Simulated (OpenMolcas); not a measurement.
**Ta⁴⁺ among point charges: CASSCF and CASPT2 levels and susceptibility**

How does a field of 6 point charges split the states of Ta⁴⁺, and what χT follows?

Program: OpenMolcas 26.06. Level of theory: state-averaged CASSCF and CASPT2, spin-orbit coupling by RASSI with atomic mean-field integrals. These are calculated values, not measurements, unless marked.

**1. Starting point**

| Property | Result |
| --- | --- |
| Species | Ta⁴⁺ (tantalum, Z = 73, 69 electrons) |
| Basis | ANO-RCC-VDZP [7s6p4d2f1g], 68 functions |
| Scalar Hamiltonian | DKH2, point nucleus |
| Inactive shells | 1s 2s 2p 3s 3p 3d 4s 4p 4d 4f 5s 5p |
| Active space | 1 electron in 5 orbitals (5d) |
| Some configurations of this space | 5d |
| Orbitals | optimised for each spin and parity, averaged over all roots |

The outer shells:

5d
```
5d [↑ ][  ][  ][  ][  ]
```

The ion sits among 6 point charges of -0.5 e arranged as a trigonal prism (D3h), 2.16 Å from the ion, with a polar angle of 52.0° against the regular 49.1°.

Each step is its own input file, run in one work folder so that later steps find the files of earlier ones. Labels, J, g values, rates, χT and fits are worked out afterwards by a script from the matrices that RASSI stores.

**2. Basis and integrals**

a.inp reads:

```
&GATEWAY
Coord
1

Ta 0.0 0.0 0.0
Basis=ANO-RCC-VDZP
Group=NoSym
NoMove
AngMom=0.0 0.0 0.0
AMFI
XField
6 Angstrom 0
1.703170 0.000000 1.328462 -0.500000
-0.851585 1.474989 1.328462 -0.500000
-0.851585 -1.474989 1.328462 -0.500000
1.703170 0.000000 -1.328462 -0.500000
-0.851585 1.474989 -1.328462 -0.500000
-0.851585 -1.474989 -1.328462 -0.500000
&SEWARD
```

The run is started by

```
> OMP_NUM_THREADS=1 MOLCAS_MEM=1689 MOLCAS_PROJECT=a pymolcas a.inp > a.log
```

Output:

```text
Basis set label: TA.ANO-RCC...7S6P4D2F1G.

      Electronic valence basis set:
      ------------------
      Associated Effective Charge  73.000000 au
      Associated Actual Charge     73.000000 au
      Nuclear Model: Point charge

      Shell  nPrim  nBasis  Cartesian Spherical Contaminant
         s      24       7        X
         p      21       6        X
         d      15       4                 X
         f      11       2                 X
         g       4       1                 X
                  Relativistic Douglas-Kroll-Hess integrals:
                    - DKH order of Hamiltonian: 2
                    - DKH order of Properties : 0
                  Atomic mean-field integrals
```

**3. Reference wave functions, doublets, 5 roots**

a.inp reads:

```
&RASSCF
FileOrb=start.orb
Symmetry=1
Spin=2
nActEl=1 0 0
Inactive=34
Ras2=5
CIRoot=5 5 1
SDav=5
CIMx=300
Iter=120 100
PrWF=0.3
OrbListing=Nothing
MaxOrb=0
>>> COPY $Project.JobIph JOB001
```

start.orb holds the contracted functions of the basis, ordered by shell, or the orbitals of the step before.

Output:

```text
Wave function specifications:
      -----------------------------

      Number of closed shell electrons          68
      Number of electrons in active shells       1
      Max number of holes in RAS1 space          0
      Max nr of electrons in RAS3 space          0
      Number of inactive orbitals               34
      Number of active orbitals                  5
      Number of secondary orbitals              29
      Spin quantum number                      0.5
      State symmetry                             1
Orbital specifications:
      -----------------------

      Symmetry species                           1
                                                 a
      Frozen orbitals                            0
      Inactive orbitals                         34
      Active orbitals                            5
      RAS1 orbitals                              0
      RAS2 orbitals                              5
      RAS3 orbitals                              0
      Secondary orbitals                        29
      Deleted orbitals                           0
      Number of basis functions                 68
      Number of CSFs                             5
      Number of root(s) required                 5
      Iter CI   SX   CI       RASSCF       Energy    max ROT     max BLB   max BLB  Level Ln srch  Step   QN
          iter iter root      energy       change     param      element    value   shift minimum  type update
 Nr of preliminary CI iterations:   1
      Total energies have been shifted. Add               -15000.00 au
        1   1    7    0  -589.85501653    0.00E+00   1.91E-01*  34  44 1  2.05E-01*  0.31   0.00    SX    NO
        2   1    7    0  -589.93081334   -7.58E-02*  2.35E-02   24  53 1 -1.71E-01*  0.35   0.00    SX    NO
        3   1    6    0  -589.93695702   -6.14E-03*  2.42E-02   29  58 1  1.39E-01*  0.33   0.00    SX    NO
        4   1    6    0  -589.93953768   -2.58E-03* -1.16E-02   27  56 1 -1.20E-01*  0.36   0.00    SX    NO
        5   1    6    0  -589.94132040   -1.78E-03*  5.18E-03   30  59 1  1.05E-01*  0.33   0.54    LS   YES
        6   1    6    0  -589.94666691   -5.35E-03*  1.61E-03   29  58 1  3.98E-03*  0.34   1.04    QN   YES
        7   1    5    0  -589.94667803   -1.11E-05*  1.06E-03   32  45 1  2.61E-04*  0.34   1.08    QN   YES
        8   1    5    0  -589.94667840   -3.72E-07*  4.36E-04   27  56 1 -8.32E-05   0.34   1.41    LS   YES
        9   1    4    0  -589.94667843   -3.45E-08*  3.89E-04   27  56 1 -1.22E-04*  0.34   1.00    QN   YES
       10   1    4    0  -589.94667847   -3.75E-08*  3.36E-04   34  47 1 -2.54E-05   0.34   1.66    QN   YES
       11   1    3    0  -589.94667848   -9.42E-09   2.16E-05   30  59 1  9.12E-06   0.34   1.05    QN   YES
      Convergence after 11 iterations
       12   1    3    0  -589.94667848   -1.33E-10   2.16E-05   17  46 1  1.89E-06   0.34   1.05    QN   YES
      Natural orbitals and occupation numbers for root  1
      sym 1:   1.000000   0.000000  -0.000000   0.000000   0.000000
      Natural orbitals and occupation numbers for root  2
      sym 1:  -0.000000   0.000000   0.000000   0.000000   1.000000
      Natural orbitals and occupation numbers for root  3
      sym 1:   0.000000   0.000000   1.000000  -0.000000  -0.000000
::    RASSCF root number  1 Total energy: -15589.95107752
::    RASSCF root number  2 Total energy: -15589.95107752
::    RASSCF root number  3 Total energy: -15589.95071637
::    RASSCF root number  4 Total energy: -15589.94026049
::    RASSCF root number  5 Total energy: -15589.94026049
```

**4. State interaction with spin-orbit coupling**

a.inp reads:

```
&RASSI
NrOfJobIphs=1 5
1 2 3 4 5
IphNames
JOB001
EJob
SpinOrbit
DIPRint=1.0
SOCoupling=1000.0
Subsets=2
Property=9
'ANGMOM' 1 'ANGMOM' 2 'ANGMOM' 3 'MLTPL  1' 1 'MLTPL  1' 2 'MLTPL  1' 3
'AMFI' 1 'AMFI' 2 'AMFI' 3
SOProperty=3
'ANGMOM' 1 'ANGMOM' 2 'ANGMOM' 3
```

The run is started by

```
> OMP_NUM_THREADS=1 MOLCAS_MEM=1689 MOLCAS_PROJECT=a pymolcas a.inp > a.log
```

Output:

```text
SPIN-FREE ENERGIES:
  (Shifted by EMIN (a.u.) =     -15589.9510775218)

 SF State       Relative EMIN(au)   Rel lowest level(eV)    D:o, cm**(-1)      L_eff

     1             0.0000000000        0.0000000000              0.0000         2.0
     2             0.0000000032        0.0000000863              0.0007         2.0
     3             0.0003611525        0.0098274598             79.2638         2.0
     4             0.0108170272        0.2943463062           2374.0631         2.0
     5             0.0108170287        0.2943463460           2374.0634         2.0
     Dipole printing threshold changed to   1.00000000E+00

++ Dipole transition strengths (spin-free states):
   -----------------------------------------------
     for osc. strength at least  1.00000000E+00

  ( Max oscillator strength is only    2.6835938654793068E-006 )
--
Eigenvalues of complex Hamiltonian:
   -----------------------------------
  (Shifted by EMIN (a.u.) =     -15589.9510775218)

 SO State       Relative EMIN(au)   Rel lowest level(eV)    D:o, cm**(-1)     J-value

     1            -0.0199189852        0.0000000000              0.0000         0.8
     2            -0.0199189852        0.0000000000              0.0000         0.8
     3            -0.0159609988        0.1077022971            868.6776         1.5
     4            -0.0159609988        0.1077022971            868.6776         1.5
     5             0.0143484187        0.9324635630           7520.8258         1.2
     6             0.0143484187        0.9324635630           7520.8258         1.2
     7             0.0197516516        1.0794930197           8706.6984         2.4
     8             0.0197516516        1.0794930197           8706.6984         2.4
     9             0.0237751254        1.1889773202           9589.7488         2.1
    10             0.0237751254        1.1889773202           9589.7488         2.1
Weights of the five most important spin-orbit-free states for each spin-orbit state.

 SO State  Total energy (au)           Spin-free states, spin, and weights
 -------------------------------------------------------------------------------------------------------
    1        -0.019919       1 0.5  0.4363    2 0.5  0.4363    4 0.5  0.0637    5 0.5  0.0637    3 0.5  0.0000
    2        -0.019919       1 0.5  0.4363    2 0.5  0.4363    4 0.5  0.0637    5 0.5  0.0637    3 0.5  0.0000
    3        -0.015961       3 0.5  0.5430    5 0.5  0.2285    4 0.5  0.2285    2 0.5  0.0000    1 0.5  0.0000
    4        -0.015961       3 0.5  0.5430    5 0.5  0.2285    4 0.5  0.2285    2 0.5  0.0000    1 0.5  0.0000
    5         0.014348       2 0.5  0.5000    1 0.5  0.5000    3 0.5  0.0000    5 0.5  0.0000    4 0.5  0.0000
    6         0.014348       2 0.5  0.5000    1 0.5  0.5000    3 0.5  0.0000    5 0.5  0.0000    4 0.5  0.0000
    7         0.019752       3 0.5  0.4570    4 0.5  0.2715    5 0.5  0.2715    2 0.5  0.0000    1 0.5  0.0000
    8         0.019752       3 0.5  0.4570    4 0.5  0.2715    5 0.5  0.2715    2 0.5  0.0000    1 0.5  0.0000
    9         0.023775       5 0.5  0.4363    4 0.5  0.4363    2 0.5  0.0637    1 0.5  0.0637    3 0.5  0.0000
   10         0.023775       5 0.5  0.4363    4 0.5  0.4363    2 0.5  0.0637    1 0.5  0.0637    3 0.5  0.0000
 -------------------------------------------------------------------------------------------------------
```

These steps: 2.7 s of run time, 1 thread of Arm Neoverse V1, shared host.

Spin-free states, with their symmetry labels:

| state | degeneracy | E (cm-1) | free-ion L (%) |
| --- | --- | --- | --- |
| 2E | 2 | 0 | D (100) |
| 2A1 | 1 | 79 | D (100) |
| 2E | 2 | 2374 | D (100) |

With spin-orbit coupling:

| E (cm-1) | Degeneracy | Label | 2S+1 | g |
| --- | --- | --- | --- | --- |
| 0.0 | 2 | E3/2 | 2 | 0.00 0.00 2.25 |
| 868.7 | 2 | E1/2 | 2 | 1.09 1.35 1.35 |
| 7521 | 2 | E1/2 | 2 | 0.00 0.00 6.00 |
| 8707 | 2 | E1/2 | 2 | 0.91 3.35 3.35 |
| 9590 | 2 | E3/2 | 2 | 0.00 0.00 3.75 |

Labels of spin-orbit levels are those of the rotation subgroup (D3 for D3h). Principal g values are given for doublets only; a zero marks a field direction without first-order Zeeman splitting.

Powder χT (cm³ K/mol): 0.16 at 2 K, 0.16 at 5 K, 0.16 at 10 K, 0.16 at 20 K, 0.17 at 50 K, 0.18 at 100 K, 0.19 at 150 K, 0.20 at 200 K, 0.21 at 250 K, 0.22 at 300 K.

Orbitals of the lowest block (energies include the constant potential of the surroundings):

| shell | space | energy (hartree) | mean occupation | ⟨r²⟩ (bohr²) |
| --- | --- | --- | --- | --- |
| 1s | inactive | -2486.6718 | 2.000 | 0.000446 |
| 2s | inactive | -433.2962 | 2.000 | 0.00729 |
| 2p | inactive | -381.2018 | 6.000 | 0.00601 |
| 3s | inactive | -102.1376 | 2.000 | 0.0477 |
| 3p | inactive | -86.2552 | 6.000 | 0.0483 |
| 3d | inactive | -66.9925 | 10.000 | 0.0404 |
| 4s | inactive | -22.6424 | 2.000 | 0.238 |
| 4p | inactive | -17.3090 | 6.000 | 0.270 |
| 4d | inactive | -10.2096 | 10.000 | 0.318 |
| 4f | inactive | -2.3160 | 14.000 | 0.491 |
| 5s | inactive | -4.0019 | 2.000 | 1.38 |
| 5p | inactive | -2.5533 | 6.000 | 1.83 |
| 5d | RAS2 |  | 1.000 | 3.77 |

**5. CASPT2: IPEA 0.25, imaginary shift 0.1 (closed shells correlated: 4f 5s 5p)**

a.inp reads:

```
>>> COPY JOB001 $Project.JobIph
&CASPT2
Multistate=5 1 2 3 4 5
NoMult
Frozen=23
IPEA=0.25
Imaginary=0.1
MaxIter=60
WThr=0.0 0.3 0.05
PrWF=0.5
NoMix
```

Output:

```text
Orbital specifications:
      -----------------------

      Symmetry species                           1
                                                 a
      Frozen orbitals                           23
      Inactive orbitals                         11
      Active orbitals                            5
      Secondary orbitals                        29
      Deleted orbitals                           0
      Number of basis functions                 68
Type of calculation                        SS-CASPT2
      Fock operator                              state-specific
      IPEA shift                                 0.25
      Real shift                                 0.00
      Imaginary shift                            0.10
      The input orbitals will be transformed to quasi-canonical
Reference energy:      -15589.9510775218
      E2 (Non-variational):      -0.8279849227
      Shift correction:          -0.0001242754
      E2 (Variational):          -0.8281091980
      Total energy:          -15590.7791867198
      Residual norm:              0.0000002298
      Reference weight:           0.91783
      Contributions to the CASPT2 correlation energy
      Active & Virtual Only:         -0.0000000000
      One Inactive Excited:          -0.0423352369
      Two Inactive Excited:          -0.7856496857
Reference energy:      -15589.9510775186
      E2 (Non-variational):      -0.8283434398
      Shift correction:          -0.0001247071
      E2 (Variational):          -0.8284681469
      Total energy:          -15590.7795456655
      Residual norm:              0.0000002309
      Reference weight:           0.91771
      Contributions to the CASPT2 correlation energy
      Active & Virtual Only:         -0.0000000000
      One Inactive Excited:          -0.0426792255
      Two Inactive Excited:          -0.7856642143
::    CASPT2 Root  1     Total energy: -15590.77918672
::    CASPT2 Root  2     Total energy: -15590.77954567
::    CASPT2 Root  3     Total energy: -15590.77888389
::    CASPT2 Root  4     Total energy: -15590.76849114
::    CASPT2 Root  5     Total energy: -15590.76849113
```

This run took 1.8 s in all on 1 thread of Arm Neoverse V1, shared host.

SS-CASPT2: lowest energy less the reference's lowest, -0.8283 hartree; reference weights 0.918.

States without spin-orbit coupling:

| state | degeneracy | E (cm-1) | free-ion L (%) |
| --- | --- | --- | --- |
| 2E | 2 | 0 | D (100) |
| 2A1 | 1 | 106 | D (100) |
| 2E | 2 | 2387 | D (100) |

With spin-orbit coupling:

```csv
E (cm-1),Degeneracy,Label,2S+1,g
0,2,E3/2,2,0.00 0.00 2.25
890,2,E1/2,2,1.08 1.35 1.35
7520,2,E1/2,2,0.00 0.00 6.00
8720,2,E1/2,2,0.92 3.36 3.36
9600,2,E3/2,2,0.00 0.00 3.75
```

Powder χT (cm³ K/mol): 0.16 at 2 K, 0.16 at 5 K, 0.16 at 10 K, 0.16 at 20 K, 0.17 at 50 K, 0.18 at 100 K, 0.19 at 150 K, 0.20 at 200 K, 0.21 at 250 K, 0.22 at 300 K.

**6. The methods side by side**

A. CASSCF
B. SS-CASPT2, IPEA 0.25, imaginary shift 0.1 (closed shells correlated: 4f 5s 5p)

| method | ground state | first state of that spin (cm-1) | first gap with spin-orbit (cm-1) | χT at 300 K |
| --- | --- | --- | --- | --- |
| A | 2E | 2A1 79.26 | 868.7 | 0.22 |
| B | 2E | 2A1 105.9 | 887.3 | 0.22 |

**7. What came out**

```
                                            quantity                                                                           value
                                              method  SS-CASPT2, IPEA 0.25, imaginary shift 0.1 (closed shells correlated: 4f 5s 5p)
                              spin-free ground state                                                  2E, 2-fold in its orbital part
first state of the same spin within the active space                                                                 2A1 at 106 cm⁻¹
                                        lowest level                                               2-fold E3/2, g = 0.00, 0.00, 2.25
                                          next level                                                                      887.3 cm⁻¹
                                         χT at 300 K                                                                  0.22 cm³ K/mol
                           effective moment at 300 K                                                                         1.33 μB
```

Cost by method:

| method | time of its own steps | time with the reference |
| --- | --- | --- |
| A. CASSCF | 2.7 s | 2.7 s |
| B. SS-CASPT2, IPEA 0.25, imaginary shift 0.1, +4f 5s 5p | 1.8 s | 4.5 s |

Times are of one thread on a shared host.

The spin-free ground state (2E) comes to 100 % from free-ion D terms and keeps the highest spin of the shell. χT at 300 K is 0.22, against 0.38 cm³ K/mol for the spin alone, so orbital moment lowers it. CASPT2 does not keep the components of a term degenerate, and the means are used. The field of point charges can differ much from that of real complexes. This is an electrostatic model: the charges have no orbitals.
